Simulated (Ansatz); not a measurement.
# TiGeSe4: the cost of one run

Method: DFT PBE, scalar-relativistic, plane waves, PAW, in Ansatz 0.2.0.

## (1) Starting point

It takes space group P-3m1 (No. 164, trigonal). Conventional cell: a = 3.592 Å, b = 3.592 Å, c = 13.544 Å, α = 90.00°, β = 90.00°, γ = 120.00°. Ti (site symmetry -3m) is surrounded by 6 Se at 2.57 Å. Ge (site symmetry -3m) is surrounded by 6 Se at 2.57 Å. Se (site symmetry 3m) has 3 Ti at 2.57 Å as nearest neighbours. Se (site symmetry 3m) is surrounded by 3 Ge at 2.57 Å.

As a file:

```xyz
6
Lattice="3.5921 0.0000 0.0000 -1.7960 3.1108 0.0000 0.0000 0.0000 13.5435" Properties=species:S:1:pos:R:3 pbc="T T T"
Ti    0.0000    0.0000    0.0000
Ge    0.0000    0.0000    6.7718
Se    1.7960    1.0369   12.0178
Se    1.7960    1.0369    5.2459
Se    0.0000    2.0739    8.2977
Se    0.0000    2.0739    1.5257
```

The cell was relaxed beforehand at this level, from a database cell with other species swapped in; it needn't be the stable form of this composition. At a tolerance of 0.05 Å it has space group P-3m1 (No. 164); it has 25.22 Å³/atom, an uncorrected energy of -0.63 eV/atom over the elements.

## (2) Bands, states and charges

input.yaml reads:

```yaml
crystal:
  lattice:
    - [3.5920929913, 0.0, 0.0]
    - [-1.7960464957, 3.1108437832, 0.0]
    - [0.0, 0.0, 13.5435127897]
  atoms:
    - { symbol: Ti, position: [0.0, 0.0, 0.0] }
    - { symbol: Ge, position: [0.0, 0.0, 0.5] }
    - { symbol: Se, position: [0.6666666667, 0.3333333333, 0.8873459542] }
    - { symbol: Se, position: [0.6666666667, 0.3333333333, 0.3873331841] }
    - { symbol: Se, position: [0.3333333333, 0.6666666667, 0.6126668159] }
    - { symbol: Se, position: [0.3333333333, 0.6666666667, 0.1126540458] }
basis:
  ecutwfc: 420
kpoints:
  mp_grid: { grid: [12, 12, 4] }
  band_path:
    path:
      - [[0.0, 0.0, 0.0], [0.5, 0.0, 0.0], [0.33333333, 0.33333333, 0.0], [0.0, 0.0, 0.0], [0.0, 0.0, 0.5], [0.5, 0.0, 0.5], [0.33333333, 0.33333333, 0.5], [0.0, 0.0, 0.5]]
      - [[0.5, 0.0, 0.5], [0.5, 0.0, 0.0]]
      - [[0.33333333, 0.33333333, 0.5], [0.33333333, 0.33333333, 0.0]]
    npoints: 14
hamiltonian:
  xc: pbe
scf:
  occupations: { method: gaussian, width: 0.1 }
  n_extra_bands: 15
output:
  forces: true
  stress: true
  eigenvalues: true
  populations: true
  dos: { projected: true, de: 0.02, nscf_kmesh: { grid: [15, 15, 5] } }
  bader: true
  write_density: true
  write_potential: true
  elf: true
  volumetric_format: npy
```

Command:

```sh
$ ansatz run input.yaml --threads 1 --pin off --max-ram 2560MiB --backend cpu --events-out ev --progress --plain --runs-dir out
```

Q: Estimate wall time and peak memory on 1 thread of Intel Xeon 6975P-C (Granite Rapids), shared host.

About 81 s, with a peak of 0.97 GiB.
